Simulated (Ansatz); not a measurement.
Ti₃Se, space group P-6m2: a scan of the energy under strain, run with Ansatz's Python interface.

`ti3se_strain.py`:
```python
"""Energy of Ti3Se under tetragonal strain, ions carried with the cell."""

import ansatz
import numpy as np
from tabulate import tabulate

XC = "lda"
OCCUPATIONS = "methfessel_paxton"
KGRID = (12, 12, 5)

VECTORS = np.array([
    [3.19745, 0.0, 0.0],
    [-1.59872, 2.76907, 0.0],
    [0.0, 0.0, 7.94275],
])
SITES = [
    ("Ti", (1 / 3, 2 / 3, 0.2271)),
    ("Ti", (1 / 3, 2 / 3, 0.7729)),
    ("Ti", (2 / 3, 1 / 3, 0.5)),
    ("Se", (0.0, 0.0, 0.0)),
]


def make_crystal(cell):
    crystal = ansatz.Crystal(lattice=ansatz.Lattice.of(cell))
    for symbol, position in SITES:
        crystal = crystal.atom(symbol, position)
    return crystal

# clamped ions: the fractional positions stay as typed
values = np.linspace(-0.02, 0.02, 5)
energies = []
for d in values:
    strain = np.diag([d, d, (1 + d) ** -2 - 1])
    cell = VECTORS @ (np.eye(3) + strain)
    model = (
        make_crystal(cell).calculation()
        .functional(XC)
        .eigensolver("auto")
        .pseudopotentials("nc")
        .occupations(OCCUPATIONS)
        .scf(lower_state_search="off", self_checks="low")
        .kpoints(*KGRID)  # the mesh must be finer for metals
    )
    summary = model.run(threads=1, backend="cpu").report
    energies.append(summary["free_energy_ev"] / len(SITES))
    print(f"d = {d:+.4f}  F = {energies[-1]:.5f} eV/atom")
energies = np.array(energies)

print(tabulate(zip(values, 1000 * (energies - energies.min())), headers=["strain", "dE (meV/atom)"], floatfmt=".3f"))
curvature = 2 * np.polyfit(values, energies, 3)[1]
volume = abs(np.linalg.det(VECTORS)) / len(SITES)
print(f"d2E/dd2 over the volume: {curvature / volume * 160.21766:.1f} GPa")
```

How much energy does this tetragonal strain cost, and what curvature follows?

Against the unstrained cell the energy per atom changes by +24.47 meV at one end of the scan and +7.69 meV at the other, and its second derivative over the volume is 731.9 GPa.

The run itself:

```console
$ python ti3se_strain.py
DeckWarning: crystal.lattice misses the space group found at crystal.symmetry.tolerance 1.0e-5 in a digit that the deck types, which is why this is a warning: making the lattice exact moves one of [...]
DeckWarning: basis.ecutwfc = 1170.089609 eV, auto-derived from the records' recommended cutoffs: set by Se (normal level)
d = -0.0200  F = -2036.01562 eV/atom
d = -0.0100  F = -2036.03257 eV/atom
d = +0.0000  F = -2036.04009 eV/atom
d = +0.0100  F = -2036.03951 eV/atom
d = +0.0200  F = -2036.03240 eV/atom
  strain    dE (meV/atom)
--------  ---------------
  -0.020           24.472
  -0.010            7.518
   0.000            0.000
   0.010            0.583
   0.020            7.689
d2E/dd2 over the volume: 731.9 GPa
```
(Warnings from the package without file and line, shortened, repeats left out.)

What to keep in mind:
- The settings weren't tested for convergence.
- The curvature belongs to this strain pattern and to the cell's stress; it equals a single elastic constant only for simple patterns.
- In a metal a curvature from energy changes of a few meV or less hangs on mesh and smearing, in size and even in sign.
- This cell is a computed structure, which may not be the phase found in nature.
- The ions keep their fractional positions (clamped ions).
- Wall time of the script: 4.1 min on 1 thread of Arm Neoverse V1 (shared host), peak memory 0.61 GiB.
